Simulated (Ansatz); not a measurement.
# YCu5: the cost of one run

Program: Ansatz 0.2.0. Level of theory: DFT r2SCAN, scalar-relativistic, plane waves, PAW. These are calculated values, not measurements.

### Step 1. The structure to begin with

The structure is hexagonal, space group P6/mmm (No. 191). The conventional cell has a = 5.005 Å, b = 5.005 Å, c = 4.097 Å, α = 90.00°, β = 90.00°, γ = 120.00°. Y (site symmetry 6/mmm) is surrounded by 18 Cu at 2.89 to 3.23 Å. Cu (site symmetry mmm) is surrounded by 8 Cu at 2.50 to 2.51 Å. Cu (site symmetry -6m2) has 9 Cu at 2.51 to 2.89 Å and 3 Y at 2.89 Å in its first shell of neighbours.

As a file:

```cif
data_structure
_symmetry_space_group_name_H-M 'P6/mmm'
_symmetry_Int_Tables_number 191
_cell_length_a 5.0050
_cell_length_b 5.0050
_cell_length_c 4.0970
_cell_angle_alpha 90.000
_cell_angle_beta 90.000
_cell_angle_gamma 120.000
_cell_volume 88.88
loop_
_atom_site_label
_atom_site_type_symbol
_atom_site_symmetry_multiplicity
_atom_site_Wyckoff_symbol
_atom_site_fract_x
_atom_site_fract_y
_atom_site_fract_z
_atom_site_occupancy
Y1 Y 1 a 0.00000 0.00000 0.00000 1
Cu1 Cu 3 g 0.50000 0.00000 0.50000 1
Cu2 Cu 2 c 0.33333 0.66667 0.00000 1
```

The structure comes from the Crystallography Open Database.

(A quick probe on a coarse mesh, which set the mesh and smearing, is not shown.)

### Step 3. Full relaxation

input.yaml

```yaml
crystal:
  lattice:
    - [5.0050012358, 0.0, 0.0]
    - [-2.5025006179, 4.3344582162, 0.0]
    - [0.0, 0.0, 4.097]
  atoms:
    - { symbol: "Y", position: [0.0, 0.0, 0.0] }
    - { symbol: Cu, position: [0.5, 0.0, 0.5] }
    - { symbol: Cu, position: [0.5, 0.5, 0.5] }
    - { symbol: Cu, position: [0.0, 0.5, 0.5] }
    - { symbol: Cu, position: [0.3333333333, 0.6666666667, 0.0] }
    - { symbol: Cu, position: [0.6666666667, 0.3333333333, 0.0] }
basis:
  ecutwfc: 500
kpoints:
  mp_grid: { grid: [12, 12, 10] }
hamiltonian:
  xc: r2scan
scf:
  occupations: { method: gaussian, width: 0.1 }
output:
  forces: true
  stress: true
  eigenvalues: true
relax:
  adjacent_minimum: "off"
  f_tol: 0.005
  max_steps: 80
  cell: { stress_tol: 0.05 }
```

Started as:

```bash
$ ansatz run input.yaml --threads 1 --pin off --max-ram 2560MiB --backend cpu --events-out ev --progress --plain --runs-dir out
```

What time and memory should one allow on 1 thread of Arm Neoverse V1, shared host?

About 7.5 min, with a peak of 0.95 GiB.
